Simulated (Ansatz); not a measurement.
Predict the output of the script below (Ansatz 0.2.0 through its Python package).

`POSCAR_mg7ti`
```text
Mg7Ti
1.0
   0.00000000    4.43956900    4.43956900
   4.43956900    0.00000000    4.43956900
   4.43956900    4.43956900    0.00000000
Mg Ti
7 1
Direct
   0.00000000    0.00000000    0.50000000
   0.50000000    0.00000000    0.50000000
   0.00000000    0.50000000    0.50000000
   0.50000000    0.50000000    0.00000000
   0.00000000    0.50000000    0.00000000
   0.50000000    0.00000000    0.00000000
   0.50000000    0.50000000    0.50000000
   0.00000000    0.00000000    0.00000000
```

`scf_mg7ti.py`:
```python
# -*- coding: utf-8 -*-
'''SCF run for Mg7Ti.'''

from collections import Counter
import json

import ansatz as az
from ase.io import read
import numpy as np

atoms = read('POSCAR_mg7ti', format='vasp')
system = az.Crystal.from_ase(atoms)

# the calculation
base = (
    system.calculation()
    .functional('pbesol')
    .pseudopotentials('paw')
    .basis(450)
    .kpoints(4, 4, 4)
    .occupations('fermi_dirac', width=0.1)
    .stress()
    .forces()
)
session = base.session()
planned = session.plan(threads=1)
done = planned.execute()
summary = done.report

print('%-22s %14.5f eV' % ('F = E - TS', summary['free_energy_ev']))
print('%-22s %14.5f eV' % ('E', summary['internal_energy_ev']))
print('%-22s %14.5f eV' % ('Harris-Foulkes', summary['harris_foulkes_ev']))
print('%-22s %14.5f eV' % ('Fermi level', summary['fermi_energy_ev']))

keep = ['free_energy_ev', 'energy_sigma0_ev', 'fermi_energy_ev', 'n_iterations', 'converged', 'magnetization_mub', 'n_kpoints']
with open('mg7ti.json', 'w') as handle:
    json.dump({key: summary[key] for key in keep}, handle, indent=1)

# pressure is a third of the trace
stress = np.array(summary['stress_gpa'])
print(f'pressure {np.trace(stress) / 3:.3f} GPa')
print(np.round(stress, 3) + 0.0)

terms = summary['components']
print({name: round(terms[name], 3) for name in ('e_kinetic', 'e_hartree', 'e_xc', 'e_local', 'e_nonlocal')})

told = Counter((n['data']['severity'], n['data']['kind']) for n in done.notices if n['event'] == 'notice')
for (severity, kind), count in sorted(told.items()):
    print(f'{severity:8s} {kind} x{count}')

# forces, one row an atom
forces = np.array(summary['forces_ev_ang'])
norms = np.linalg.norm(forces, axis=1)
print('largest force {:.4f} eV/A on atom {}'.format(norms.max(), norms.argmax()))
print(np.array2string(forces, precision=4, suppress_small=True))
```

```console
$ python scf_mg7ti.py
F = E - TS               -15857.47322 eV
E                        -15857.22656 eV
Harris-Foulkes           -15857.47322 eV
Fermi level                   6.27708 eV
pressure -0.948 GPa
[[-0.948  0.     0.   ]
 [ 0.    -0.948  0.   ]
 [ 0.     0.    -0.948]]
{'e_kinetic': 794.182, 'e_hartree': 4381.812, 'e_xc': -292.558, 'e_local': -12175.522, 'e_nonlocal': 685.835}
audit    band_cg_iterations x1
audit    preconditioner_resolved x1
largest force 0.0000 eV/A on atom 6
[[ 0. -0. -0.]
 [ 0. -0.  0.]
 [ 0. -0.  0.]
 [ 0. -0. -0.]
 [ 0. -0. -0.]
 [ 0. -0. -0.]
 [ 0. -0.  0.]
 [ 0. -0. -0.]]
```

File `mg7ti.json` afterwards:
```json
{
 "free_energy_ev": -15857.473216823215,
 "energy_sigma0_ev": -15857.349890333006,
 "fermi_energy_ev": 6.277079406920639,
 "n_iterations": 7,
 "converged": true,
 "magnetization_mub": 0.0,
 "n_kpoints": 8
}
```

What to keep in mind:
- Total energies depend on the potentials; only differences at equal settings carry meaning. A total without «per atom» is that of the cell as typed.
- The energy terms are those on the plane-wave grid, with the one-centre PAW part apart; the terms shown are only some of the summands, so they needn't add up to F.
- For a metal this k-point mesh is coarse: on a finer one energies can move by several to tens of meV an atom and pressures by half a GPa or more, differences at one mesh by less.
- Only differences from the Fermi energy are physical; the zero of the scale is a convention.
- Pressure is positive in compression.
- This cell is a computed structure, which may not be the phase found in nature.
- Cost: about 4 core-seconds.

(A comment or docstring line of the script was reworded after the run, the code is as it ran; lines on the test bed's own set-up are left out of the output.)
